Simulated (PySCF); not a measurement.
# ClCoF2HO2SV ([F2Co(mu-O)2V(SH)Cl]3-): the cost of one run

Programs: PySCF 2.14.0, with routines of our own; each step states its level. All values are computed. Atoms count from 0.

## 1. The starting structure

9 atoms, charge -3, high-spin multiplicity 6; geometry from: idealised, bond lengths from ionic radii.

The system (edge-sharing dimer): [F2Co(mu-O)2V(SH)Cl]3-. The metals (Co(II), V(III)) are 2.61 Å apart; the bridge angle is 91°; the spin sites are atom 0 (3 unpaired) and atom 1 (2 unpaired).

## 2. Magnetic exchange: B3LYP/def2-SVP H:def2-SV(P) in water

Job settings and geometry (Å):

```
{"job": {"kind": "bs", "xc": "B3LYP", "basis": {"default": "def2-SVP", "H": "def2-SV(P)"}, "grid": 1, "solvent": "water"}, "charge": -3, "high_spin_multiplicity": 6, "spin_sites": [[[0], 3], [[1], 2]]}
Co    -1.738000    -0.114100     0.178100
V      0.870500    -0.114100     0.178100
O     -0.391200     1.169100     0.178100
O     -0.391200    -1.397300     0.178100
F     -2.790800    -0.114100     1.747800
F     -2.790800    -0.114100    -1.391500
S      2.140500    -0.114100    -1.715400
H      2.961500     0.912700    -1.408600
Cl     2.129400    -0.114100     2.055100
```

Level: B3LYP/def2-SVP H:def2-SV(P) high-spin and broken-symmetry single points, IEF-PCM water.

The run is started by

```sh
$ OMP_NUM_THREADS=1 python exch_run.py task.json out
```

The driver reads the jobs from task.json and runs them one after another.

**Question.** How long does this first job take on 1 thread of Intel Xeon Platinum 8259CL at 2.50GHz (Skylake/Cascade Lake), shared host?

About 80 s.
